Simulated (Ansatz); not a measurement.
# C4H10BClO2: the cost of one run

Program: Ansatz 0.2.0. Level of theory: DFT B3LYP+D3(BJ), Gaussian basis def2-TZVP. These are calculated values, not measurements.

## Step 1: Starting point

Bond lengths (14 of 17 bonds, heavy atoms first): C1–C2 1.515 Å, C2–O3 1.430 Å, O3–B4 1.346 Å, B4–Cl5 1.807 Å, B4–O6 1.346 Å, O6–C7 1.430 Å, C7–C8 1.516 Å, C1–H9 1.092 Å, C1–H10 1.091 Å, C1–H11 1.091 Å, C2–H12 1.091 Å, C2–H13 1.090 Å, C7–H14 1.090 Å, C7–H15 1.091 Å. Angles (14 of 29 angles, heavy atoms first): C1–C2–O3 111.1°, C2–O3–B4 125.8°, O3–B4–Cl5 120.9°, O3–B4–O6 118.2°, Cl5–B4–O6 120.9°, B4–O6–C7 125.8°, O6–C7–C8 111.1°, C1–C2–H12 110.9°, C1–C2–H13 110.8°, O3–C2–H12 109.9°, O3–C2–H13 105.7°, C2–C1–H9 110.0°, C2–C1–H10 110.6°, C2–C1–H11 110.8°.

Structure file:

```xyz
18

C    -1.1644    2.6132   -1.6877
C    -1.3492    1.1139   -1.8087
O    -1.1702    0.4704   -0.5447
B    -0.0024    0.0213   -0.0481
Cl    0.0830   -0.7159    1.5989
O     1.1000    0.1366   -0.8118
C     2.4254   -0.2385   -0.4290
C     3.1400    0.9091    0.2558
H    -1.3704    3.0939   -2.6463
H    -1.8450    3.0244   -0.9412
H    -0.1410    2.8545   -1.3975
H    -0.6561    0.6942   -2.5398
H    -2.3654    0.8726   -2.1218
H     2.9330   -0.5147   -1.3537
H     2.3898   -1.1165    0.2183
H     4.1707    0.6271    0.4803
H     2.6451    1.1690    1.1925
H     3.1545    1.7901   -0.3872
```

## Step 2: Relaxing the atoms: C4H10BClO2

Contents of input.yaml:

```yaml
relax:
  f_tol: 0.001
  max_steps: 200
crystal:
  periodic: [false, false, false]
  atoms:
    - { symbol: C, position_ang: [-1.164423, 2.613187, -1.687694] }
    - { symbol: C, position_ang: [-1.349184, 1.113866, -1.808687] }
    - { symbol: O, position_ang: [-1.17023, 0.470363, -0.544717] }
    - { symbol: B, position_ang: [-0.002437, 0.021342, -0.048143] }
    - { symbol: Cl, position_ang: [0.082963, -0.715869, 1.598917] }
    - { symbol: O, position_ang: [1.100035, 0.136595, -0.811834] }
    - { symbol: C, position_ang: [2.425357, -0.238524, -0.429028] }
    - { symbol: C, position_ang: [3.13996, 0.909144, 0.255771] }
    - { symbol: H, position_ang: [-1.370403, 3.093863, -2.646348] }
    - { symbol: H, position_ang: [-1.845022, 3.024443, -0.941159] }
    - { symbol: H, position_ang: [-0.14096, 2.85448, -1.397465] }
    - { symbol: H, position_ang: [-0.65607, 0.694181, -2.539835] }
    - { symbol: H, position_ang: [-2.365364, 0.872565, -2.121829] }
    - { symbol: H, position_ang: [2.932966, -0.514714, -1.35367] }
    - { symbol: H, position_ang: [2.389818, -1.116484, 0.218306] }
    - { symbol: H, position_ang: [4.17074, 0.627107, 0.48032] }
    - { symbol: H, position_ang: [2.64506, 1.168967, 1.192528] }
    - { symbol: H, position_ang: [3.154541, 1.790074, -0.387211] }
basis:
  gaussian: { orbitals: def2-TZVP }
hamiltonian:
  xc: { name: B3LYP }
  dispersion: d3bj
```

Started as:

```
$ ansatz run input.yaml --threads 4 --pin off --max-ram 10240MiB --backend cpu --events-out ev --progress --plain --runs-dir out
```

Q: Estimate wall time and peak memory on 4 threads of Intel Xeon Platinum 8488C (Sapphire Rapids), shared host.

About 94 s, with a peak of 1.3 GiB.
